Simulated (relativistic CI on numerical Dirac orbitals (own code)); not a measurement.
**Ar VII (Ar⁶⁺): levels and lines**

The task is the spectrum of Ar⁶⁺: levels, purity of their labels, lifetimes and lines; further runs change one setting each. Configuration energies are shifted onto measured levels.

Method: Dirac-Coulomb-Breit CI, KLI orbitals optimised for each configuration, model QED (radiative potential, 1s self-energy scaled to tabulated hydrogen-like ionisation energies), valence Slater integrals scaled by 0.9, configuration energies shifted to the measured levels that pair with them (semi-empirical). Code: relativistic CI on numerical Dirac orbitals (own code) version 4.

## 1. The atom as given

| Item | Value |
| --- | --- |
| ion | Ar⁶⁺ (Ar VII) |
| nuclear charge | 18 |
| electrons | 12 |
| isotope | A = 40 |
| first configuration typed | [Ne] 3s2 |

Outer shells as boxes (Hund's rule):

first configuration typed
```
[Ne] core
3s [↑↓]
```

## 2. The main run

Settings, as recorded:

```ini
atom Ar  Z=18  charge=6  electrons=12
nucleus A=40  rms_radius_fm=3.4274
hamiltonian dirac-coulomb  breit=on  qed=on  c_scale=1
orbitals kli  potential=per-configuration
slater_scale 0.9
correlation fit
mixing on
configurations
  [Ne] 3s2
  [Ne] 3s 3p
  [Ne] 3p2
  [Ne] 3s 3d
  [Ne] 3p 3d
  [Ne] 3s 4s
  [Ne] 3s 4p
  [Ne] 3s 4d
  [Ne] 3d2
  [Ne] 3s 4f
  [Ne] 3p 4p
  [Ne] 3s 5s
  [Ne] 3s 5p
  [Ne] 3s 5d
  [Ne] 3s 5f
  [Ne] 3p 4f
  [Ne] 3s 6s
  [Ne] 3s 6p
  [Ne] 3p 4s
  [Ne] 3d 4s
  [Ne] 4s2
  [Ne] 3s 5g
end
```

Started as:

```console
$ python run_levels.py task.json out
```

task.json lists these runs, among others, and the program works through them in turn.

From the run's result record (rounded, not every field):

```text
{
  "status": "converged",
  "levels [i, E_cm, J2, conf, term, w_term, jj, w_jj, g, tau_s, A_per_gI_MHz, B_per_Q_MHz]": [
    [0, 0, 0, "3s2", "1S", 0.9703, "closed", 0.9703, "-", "-", "-", "-"],
    [1, 113125, 0, "3s 3p", "3P*", 0.9958, "3s 3p1/2", 0.9958, "-", "-", "-", "-"],
    [2, 113915.2, 2, "3s 3p", "3P*", 0.9954, "3s 3p1/2", 0.6827, 1.501, 1.164e-06, 6715, -881.7],
    [3, 115580.3, 4, "3s 3p", "3P*", 0.9957, "3s 3p3/2", 0.9957, 1.501, 3.639, 5331, 1742],
    [4, 170032.31, 2, "3s 3p", "1P*", 0.9669, "3s 3p3/2", 0.6637, 0.9999, 1.25e-10, 1347, 1631],
    [5, 265094.53, 4, "3p2", "1D", 0.7667, "3p1/2 3p3/2", 0.6336, 1.01, 1.643e-09, 1513, 2687],
    [6, 269847.9, 0, "3p2", "3P", 0.9927, "3p1/2^2", 0.7071, "-", 1.478e-10, "-", "-"],
    [7, 270777.02, 2, "3p2", "3P", 0.995, "3p1/2 3p3/2", 0.995, 1.501, 1.462e-10, -32.05, 861],
    [8, 272548.97, 4, "3p2", "3P", 0.9753, "3p3/2^2", 0.7688, 1.491, 1.463e-10, 967.6, -1657],
    [9, 315738.79, 0, "3p2", "1S", 0.9417, "3p3/2^2", 0.6733, "-", 1.518e-10, "-", "-"],
    [10, 324107.93, 2, "3s 3d", "3D", 0.9987, "3s 3d3/2", 0.9987, 0.4987, 9.734e-11, -4302, 82.96],
    [11, 324136.9, 4, "3s 3d", "3D", 0.9987, "3s 3d3/2", 0.5996, 1.167, 9.836e-11, 1715, 118.4],
    [12, 324187.11, 6, "3s 3d", "3D", 0.9987, "3s 3d5/2", 0.9987, 1.334, 9.994e-11, 3186, 236],
    [13, 370724.33, 4, "3s 3d", "1D", 0.7721, "3s 3d5/2", 0.464, 0.9998, 5.431e-11, 470.2, 869.2],
    [14, 443973.11, 4, "3p 3d", "3F*", 0.9796, "3p1/2 3d3/2", 0.8421, 0.6716, 6.392e-10, 1342, 1266],
    [15, 444943.07, 6, "3p 3d", "3F*", 0.9962, "3p3/2 3d3/2", 0.5096, 1.083, 6.64e-10, 755.8, 1420],
    [16, 446151.38, 8, "3p 3d", "3F*", 0.997, "3p3/2 3d5/2", 0.997, 1.25, 6.478e-10, 429.1, 1967],
    [17, 450348.18, 4, "3p 3d", "1D*", 0.9814, "3p3/2 3d5/2", 0.4654, 0.9948, 1.276e-10, 334.9, -1578],
    [18, 472259.31, 4, "3p 3d", "3P*", 0.9086, "3p1/2 3d5/2", 0.671, 1.471, 8.226e-11, -536.2, 606.8],
    [19, 473007.57, 2, "3p 3d", "3P*", 0.8734, "3p1/2 3d3/2", 0.4089, 1.378, 7.935e-11, -597.5, 161.6],
    [20, 473670.73, 0, "3p 3d", "3P*", 0.9954, "3p3/2 3d3/2", 0.9954, "-", 8.305e-11, "-", "-"],
    [21, 475135.19, 2, "3p 3d", "3D*", 0.8774, "3p3/2 3d3/2", 0.7113, 0.6215, 5.832e-11, 480.4, -859.2],
    [22, 475491.59, 4, "3p 3d", "3D*", 0.9138, "3p3/2 3d3/2", 0.6246, 1.195, 5.79e-11, 388.8, -1116],
    [23, 475644.93, 6, "3p 3d", "3D*", 0.999, "3p3/2 3d5/2", 0.7011, 1.334, 5.678e-11, 403.8, -1575],
    [24, 510290.69, 6, "3p 3d", "1F*", 0.967, "3p3/2 3d3/2", 0.3928, 0.9999, 5.196e-11, 673.9, 1920],
    [25, 515850.85, 2, "3s 4s", "3S", 0.9884, "3s 4s", 0.9884, 2.002, 3.041e-11, 1.264e+04, -0.00204],
    [26, 520291.55, 2, "3p 3d", "1P*", 0.9366, "3p3/2 3d5/2", 0.5823, 0.9997, 5.69e-11, -585.7, 248.5],
    [27, 527134.98, 0, "3s 4s", "1S", 0.9769, "3s 4s", 0.9769, "-", 4.198e-11, "-", "-"],
    [28, 564036.19, 0, "3s 4p", "3P*", 0.9929, "3s 4p1/2", 0.9929, "-", 1.653e-10, "-", "-"],
    [29, 564273.23, 2, "3s 4p", "3P*", 0.9823, "3s 4p1/2", 0.7521, 1.495, 1.607e-10, 6713, -284.8],
    [30, 564872.82, 4, "3s 4p", "3P*", 0.9932, "3s 4p3/2", 0.9932, 1.501, 1.657e-10, 5005, 584.2],
    [31, 567941.66, 2, "3s 4p", "1P*", 0.9087, "3s 4p3/2", 0.7025, 1.005, 5.135e-11, -605.9, 723],
    [32, 634579.6, 2, "3s 4d", "3D", 0.9666, "3s 4d3/2", 0.9666, 0.4988, 6.936e-11, -4425, 57.85],
    [33, 634631.08, 4, "3s 4d", "3D", 0.9675, "3s 4d3/2", 0.5879, 1.167, 6.944e-11, 1708, 81.02],
    [34, 634708.07, 6, "3s 4d", "3D", 0.9689, "3s 4d5/2", 0.9689, 1.334, 6.952e-11, 3152, 159.1],
    "... 68 more rows left out ..."
  ],
  "lines, the strongest and those to the lowest levels [upper, lower, type, S_au, A_per_s, branching]": [
    [41, 10, "E1", 2.594, 3.986e+10, 0.8387],
    [42, 11, "E1", 3.844, 4.219e+10, 0.8876],
    [43, 12, "E1", 5.563, 4.747e+10, 0.9984],
    [46, 13, "E1", 4.979, 3.792e+10, 0.8431],
    [74, 15, "E1", 1.885, 1.621e+10, 0.8069],
    [75, 16, "E1", 2.255, 1.575e+10, 0.83],
    [79, 12, "E1", 1.016, 2.229e+10, 0.7935],
    [80, 13, "E1", 0.9931, 2.088e+10, 0.6735],
    [81, 17, "E1", 3.63, 4.107e+10, "-"],
    [82, 21, "E1", 2.303, 2.99e+10, "-"],
    [83, 22, "E1", 3.434, 3.181e+10, "-"],
    [84, 23, "E1", 5.745, 4.147e+10, "-"],
    [85, 14, "E1", 1.887, 2.457e+10, "-"],
    [86, 15, "E1", 2.677, 2.7e+10, "-"],
    [87, 18, "E1", 3.428, 3.515e+10, "-"],
    [88, 16, "E1", 3.798, 3.12e+10, "-"],
    [91, 26, "E1", 3.299, 3.258e+10, "-"],
    [93, 24, "E1", 4.973, 3.175e+10, "-"]
  ],
  "n_levels_all": 104,
  "total_energy [Ha]": -517.91537176,
  "configurations [conf, odd, states, E_av_cm, breit_Ha, qed_Ha, corr_Ha]": [
    ["3s2", 0, 1, 10822.5, 0.1301, 0.08749, -0.5418],
    ["3s 3p", 1, 12, 132637, 0.1301, 0.08695, -0.5354],
    ["3p2", 0, 15, 282358, 0.1301, 0.08639, -0.5389],
    ["3s 3d", 0, 20, 331557, 0.1293, 0.08696, -0.5411],
    ["3p 3d", 1, 60, 468904, 0.1294, 0.08641, -0.5411],
    ["3s 4s", 0, 4, 521560, 0.1296, 0.08718, -0.517],
    ["3s 4p", 1, 12, 566646, 0.1296, 0.08699, -0.5468],
    ["3s 4d", 0, 20, 637944, 0.1293, 0.08699, -0.5263],
    ["3d2", 0, 45, 663807, 0.1286, 0.08642, -0.544],
    ["3s 4f", 1, 28, 660629, 0.1293, 0.08701, -0.5271],
    ["3p 4p", 0, 36, 707789, 0.1296, 0.08641, -0.5456],
    ["3s 5s", 0, 4, 713618, 0.1294, 0.08709, -0.5404],
    ["3s 5p", 1, 12, 740163, 0.1294, 0.087, -0.528],
    ["3s 5d", 0, 20, 772856, 0.1293, 0.087, -0.5217],
    "... 8 more rows left out ..."
  ],
  "radial 3s 3p [Ha, bohr]": {"<r^1>(3s)": 1.1894, "<r^2>(3s)": 1.6083, "<r^4>(3s)": 3.8877, "<r^-3>(3p)": 18.445, "<r^1>(3p)": 1.2394, "<r^2>(3p)": 1.7662, "<r^4>(3p)": 4.8389, "G1(3s,3p)": 0.49671, "zeta(3p)": 0.0074301},
  "empirical_shift [conf, shift_cm, paired_levels]": [
    ["3s2", 0, 1],
    ["3s 3p", 848.53, 4],
    ["3p2", -483.91, 5],
    ["3s 3d", -881.06, 4],
    ["3p 3d", -1322.8, 12],
    ["3s 4s", 2364.3, 2],
    ["3s 4p", -4489.1, 4],
    ["3s 4d", -102.92, 4],
    ["3d2", -2132.4, 9],
    ["3s 4f", -5015.1, 4],
    ["3p 4p", -4553.9, 5],
    ["3s 5s", -4894.3, 2],
    ["3s 5p", -2355.5, 4],
    ["3s 5d", -988.22, 4],
    "... 8 more rows left out ..."
  ]
}
```

It took 0.82 s on 1 thread of Intel Xeon 6975P-C (Granite Rapids), shared host.

The lowest levels, by name:

```csv
level,energy (cm⁻¹),LS purity (%),jj purity (%),radiative lifetime (s)
3s2 1S0,0.0,97,97,-
3s 3p 3P°0,113125,100,100,-
3s 3p 3P°1,113915,100,68,1.2e-06
3s 3p 3P°2,115580,100,100,3.6
3s 3p 1P°1,170032,97,66,1.2e-10
3p2 1D2,265095,77,63,1.6e-09
3p2 3P0,269848,99,71,1.5e-10
3p2 3P1,270777,100,100,1.5e-10
3p2 3P2,272549,98,77,1.5e-10
3p2 1S0,315739,94,67,1.5e-10
3s 3d 3D1,324108,100,100,9.7e-11
3s 3d 3D2,324137,100,60,9.8e-11
3s 3d 3D3,324187,100,100,1e-10
3s 3d 1D2,370724,77,46,5.4e-11
```

Where the configurations lie:

```csv
configuration,levels among the lowest 60,parity,lowest (cm⁻¹),highest (cm⁻¹)
3s2,1,even,0.0,0.0
3s 3p,4,odd,113125,170032
3p2,5,even,265095,315739
3s 3d,4,even,324108,370724
3p 3d,12,odd,443973,520292
3s 4s,2,even,515851,527135
3s 4p,4,odd,564036,567942
3s 4d,4,even,634580,635463
3d2,9,even,653903,705656
```

The strongest allowed lines among the lowest 103 of 104 levels, ranked by gA:

```csv
upper,lower,wavelength (nm),A (1/s)
3s 4f 3F°4,3s 3d 3D3,29.77,4.75e+10
3p 4f 3F4,3p 3d 3D°3,31.48,4.15e+10
3p 4f 3G5,3p 3d 3F°4,28.20,3.12e+10
3s 4f 3F°3,3s 3d 3D2,29.77,4.22e+10
3p 4f 1F3,3p 3d 1D°2,29.47,4.11e+10
3p 4f 1G4,3p 3d 1F°3,32.79,3.17e+10
3s 4f 1F°3,3s 3d 1D2,33.62,3.79e+10
3p 4f 3D3,3p 3d 3P°2,30.45,3.51e+10
3p 4f 3G4,3p 3d 3F°3,28.16,2.7e+10
3p 4f 3F3,3p 3d 3D°2,31.50,3.18e+10
```

## 3. Comparison with measurement

Computed and measured (Saloman, J. Phys. Chem. Ref. Data 39, 033101 (2010)) energies in cm⁻¹:

```csv
level,computed,measured,difference
3s2 1S0,0,0,+0
3s 3p 3P°0,113125,113101,+24
3s 3p 3P°1,113915,113906,+10
3s 3p 3P°2,115580,115590,-10
3s 3p 1P°1,170032,170722,-690
3p2 1D2,265095,264749,+346
3p2 3P0,269848,269836,+12
3p2 3P1,270777,270777,+0
3p2 3P2,272549,272562,-13
3p2 1S0,315739,316717,-978
3s 3d 3D1,324108,324104,+4
3s 3d 3D2,324137,324141,-4
3s 3d 3D3,324187,324205,-18
3s 3d 1D2,370724,370294,+430
3p 3d 3F°2,443973,443362,+611
3p 3d 3F°3,444943,444780,+163
3p 3d 3F°4,446151,446011,+140
3p 3d 1D°2,450348,450477,-129
3p 3d 3P°2,472259,472282,-23
3p 3d 3P°1,473008,472875,+133
3p 3d 3P°0,473671,473810,-139
3p 3d 3D°1,475135,475217,-82
```

 The first 22 of 68 pairs are shown.

## 4. Slater integrals scaled by 0.8

The settings differ from step 2 so:

```diff
@@ -4,3 +4,3 @@
 orbitals kli  potential=per-configuration
-slater_scale 0.9
+slater_scale 0.8
 correlation fit
```

Result record:

```text
{
  "status": "converged",
  "levels [i, E_cm, J2, conf, term, w_term, w_jj]": [
    [0, 0, 0, "3s2", "1S", 0.9754, 0.9754],
    [1, 113128.95, 0, "3s 3p", "3P*", 0.9967, 0.9967],
    [2, 113915.33, 2, "3s 3p", "3P*", 0.9962, 0.6852],
    [3, 115580.17, 4, "3s 3p", "3P*", 0.9966, 0.9966],
    [4, 164851.21, 2, "3s 3p", "1P*", 0.9735, 0.6701],
    [5, 266867.49, 4, "3p2", "1D", 0.7739, 0.6816],
    [6, 269834.3, 0, "3p2", "3P", 0.9931, 0.7132],
    [7, 270777, 2, "3p2", "3P", 0.9961, 0.9961],
    [8, 272599.33, 4, "3p2", "3P", 0.9615, 0.8019],
    [9, 311022.12, 0, "3p2", "1S", 0.9516, 0.6858],
    [10, 324118.73, 2, "3s 3d", "3D", 0.999, 0.999],
    [11, 324147.82, 4, "3s 3d", "3D", 0.999, 0.6],
    [12, 324198.23, 6, "3s 3d", "3D", 0.999, 0.999],
    [13, 364915.22, 4, "3s 3d", "1D", 0.7936, 0.477],
    [14, 447323.73, 4, "3p 3d", "3F*", 0.9765, 0.8513],
    [15, 448298.53, 6, "3p 3d", "3F*", 0.9965, 0.5071],
    "... 87 more rows left out ..."
  ],
  "n_levels_all": 104,
  "total_energy [Ha]": -517.90586798,
  "configurations [conf, odd, states, E_av_cm, breit_Ha, qed_Ha, corr_Ha]": [
    ["3s2", 0, 1, 8736.71, 0.1301, 0.08749, -0.5418],
    ["3s 3p", 1, 12, 130505, 0.1301, 0.08695, -0.5356],
    ["3p2", 0, 15, 280973, 0.1301, 0.08639, -0.5358],
    ["3s 3d", 0, 20, 330684, 0.1293, 0.08696, -0.5356],
    ["3p 3d", 1, 60, 469575, 0.1294, 0.08641, -0.5286],
    ["3s 4s", 0, 4, 521281, 0.1296, 0.08718, -0.5088],
    ["3s 4p", 1, 12, 566361, 0.1296, 0.08699, -0.5386],
    ["3s 4d", 0, 20, 637330, 0.1293, 0.08699, -0.5196],
    ["3d2", 0, 45, 663030, 0.1286, 0.08642, -0.538],
    ["3s 4f", 1, 28, 660633, 0.1293, 0.08701, -0.5176],
    ["3p 4p", 0, 36, 707029, 0.1296, 0.08641, -0.5396],
    ["3s 5s", 0, 4, 714791, 0.1294, 0.08709, -0.5255],
    ["3s 5p", 1, 12, 740113, 0.1294, 0.087, -0.5187],
    ["3s 5d", 0, 20, 772765, 0.1293, 0.087, -0.5126],
    "... 8 more rows left out ..."
  ],
  "empirical_shift [conf, shift_cm, paired_levels]": [
    ["3s2", 0, 1],
    ["3s 3p", 802.66, 4],
    ["3p2", 216.2, 5],
    ["3s 3d", 331.51, 4],
    ["3p 3d", 1434.6, 12],
    ["3s 4s", 4171.4, 2],
    ["3s 4p", -2688, 4],
    ["3s 4d", 1368.3, 4],
    ["3d2", -824.01, 8],
    ["3s 4f", -2925.3, 4],
    ["3p 4p", -3228, 5],
    ["3s 5s", -1635.4, 2],
    ["3s 5p", -319.44, 4],
    ["3s 5d", 1006.9, 4],
    "... 8 more rows left out ..."
  ]
}
```

Run time: 1 s. Hardware: 1 thread of Intel Xeon 6975P-C (Granite Rapids), shared host.

Shifts of the excitation energies against the main run, counted from its lowest level (cm⁻¹):

```csv
level,main run,shift
3s 3p 3P°0,113125,+3.9
3s 3p 3P°1,113915,+0.1
3s 3p 3P°2,115580,-0.1
3s 3p 1P°1,170032,-5181.1
3p2 1D2,265095,+1773.0
3p2 3P0,269848,-13.6
3p2 3P1,270777,-0.0
3p2 3P2,272549,+50.4
3p2 1S0,315739,-4716.7
3s 3d 3D1,324108,+10.8
3s 3d 3D2,324137,+10.9
3s 3d 3D3,324187,+11.1
```

## 5. Slater integrals scaled by 1

The settings differ from step 4 so:

```diff
@@ -4,3 +4,3 @@
 orbitals kli  potential=per-configuration
-slater_scale 0.8
+slater_scale 1
 correlation fit
```

Result record:

```text
{
  "status": "converged",
  "levels [i, E_cm, J2, conf, term, w_term, w_jj]": [
    [0, 0, 0, "3s2", "1S", 0.9649, 0.9649],
    [1, 113106.53, 0, "3s 3p", "3P*", 0.9948, 0.9948],
    [2, 113899.97, 2, "3s 3p", "3P*", 0.9944, 0.6804],
    [3, 115565.69, 4, "3s 3p", "3P*", 0.9947, 0.9947],
    [4, 174953.6, 2, "3s 3p", "1P*", 0.9596, 0.6572],
    [5, 263229.46, 4, "3p2", "1D", 0.7555, 0.5989],
    [6, 269858.85, 0, "3p2", "3P", 0.992, 0.7019],
    [7, 270777.11, 2, "3p2", "3P", 0.9939, 0.9939],
    [8, 272517.77, 4, "3p2", "3P", 0.9815, 0.7462],
    [9, 320322.65, 0, "3p2", "1S", 0.9306, 0.6612],
    [10, 324107.96, 2, "3s 3d", "3D", 0.9984, 0.9984],
    [11, 324136.8, 4, "3s 3d", "3D", 0.9984, 0.5993],
    [12, 324186.76, 6, "3s 3d", "3D", 0.9984, 0.9984],
    [13, 376460.68, 4, "3s 3d", "1D", 0.7525, 0.4521],
    [14, 440677.9, 4, "3p 3d", "3F*", 0.9819, 0.834],
    [15, 441644.16, 6, "3p 3d", "3F*", 0.9958, 0.5114],
    "... 87 more rows left out ..."
  ],
  "n_levels_all": 104,
  "total_energy [Ha]": -517.92568092,
  "configurations [conf, odd, states, E_av_cm, breit_Ha, qed_Ha, corr_Ha]": [
    ["3s2", 0, 1, 13085.1, 0.1301, 0.08749, -0.5418],
    ["3s 3p", 1, 12, 134791, 0.1301, 0.08695, -0.5358],
    ["3p2", 0, 15, 283799, 0.1301, 0.08639, -0.5427],
    ["3s 3d", 0, 20, 332457, 0.1293, 0.08696, -0.5473],
    ["3p 3d", 1, 60, 468303, 0.1294, 0.08641, -0.5542],
    ["3s 4s", 0, 4, 521909, 0.1296, 0.08718, -0.5257],
    ["3s 4p", 1, 12, 566947, 0.1296, 0.08699, -0.5558],
    ["3s 4d", 0, 20, 638634, 0.1293, 0.08699, -0.5335],
    ["3d2", 0, 45, 663179, 0.1286, 0.08642, -0.5571],
    ["3s 4f", 1, 28, 660631, 0.1293, 0.08701, -0.5374],
    ["3p 4p", 0, 36, 708225, 0.1296, 0.08641, -0.554],
    ["3s 5s", 0, 4, 712883, 0.1294, 0.08709, -0.554],
    ["3s 5p", 1, 12, 740212, 0.1294, 0.087, -0.5381],
    ["3s 5d", 0, 20, 772964, 0.1293, 0.087, -0.5315],
    "... 8 more rows left out ..."
  ],
  "empirical_shift [conf, shift_cm, paired_levels]": [
    ["3s2", 0, 1],
    ["3s 3p", 740.27, 4],
    ["3p2", -1306.3, 5],
    ["3s 3d", -2243.6, 4],
    ["3p 3d", -4186.3, 12],
    ["3s 4s", 451.2, 2],
    ["3s 4p", -6450.7, 4],
    ["3s 4d", -1675.9, 4],
    ["3d2", -5024, 8],
    ["3s 4f", -7276.5, 4],
    ["3p 4p", -6380.5, 5],
    ["3s 5s", -7891.9, 0],
    ["3s 5p", -4569.3, 4],
    ["3s 5d", -3143.2, 4],
    "... 8 more rows left out ..."
  ]
}
```

Wall time 1.2 s (1 thread of Intel Xeon 6975P-C (Granite Rapids), shared host).

Shifts of the excitation energies against the main run, counted from its lowest level (cm⁻¹):

```csv
level,main run,shift
3s 3p 3P°0,113125,-18.5
3s 3p 3P°1,113915,-15.2
3s 3p 3P°2,115580,-14.6
3s 3p 1P°1,170032,+4921.3
3p2 1D2,265095,-1865.1
3p2 3P0,269848,+10.9
3p2 3P1,270777,+0.1
3p2 3P2,272549,-31.2
3p2 1S0,315739,+4583.9
3s 3d 3D1,324108,+0.0
3s 3d 3D2,324137,-0.1
3s 3d 3D3,324187,-0.3
```

## 6. What each setting moved

| run | time | mean size of shift, levels followed (cm⁻¹) | lowest level | mean error to measured (cm⁻¹) |
| --- | --- | --- | --- | --- |
| main run | 0.82 s | 0 | 3s2 1S0 | 447 |
| Slater integrals scaled by 0.8 | 1 s | 981 | 3s2 1S0 | 910 |
| Slater integrals scaled by 1 | 1.2 s | 955 | 3s2 1S0 | - |

## 7. Results

| quantity | value |
| --- | --- |
| lowest level | 3s2 1S0 |
| first excitation | 3s 3p 3P°0, 113125 cm⁻¹ |
| lowest level of the other parity | 3s 3p 3P°0, 113125 cm⁻¹ |
| levels in the model | 104 |
| fastest E1 line (by rate) to the lowest level among the lowest 103 of 104 levels | 17.61 nm, from 3s 4p 1P°1 |
| mean error of paired levels | 447 cm⁻¹ over 67 |

The lowest level is 3s2 1S0, 97 % pure in LS and 97 % in jj coupling; over the low levels the means are 96 and 80 %, so LS coupling describes them better. The largest mover is «Slater integrals scaled by 0.8» (981 cm⁻¹ on average). No change brings the levels clearly nearer the measured ones. This rung is semi-empirical: its configuration shifts come from the measured levels. Lifetimes count radiative decay inside the model alone.
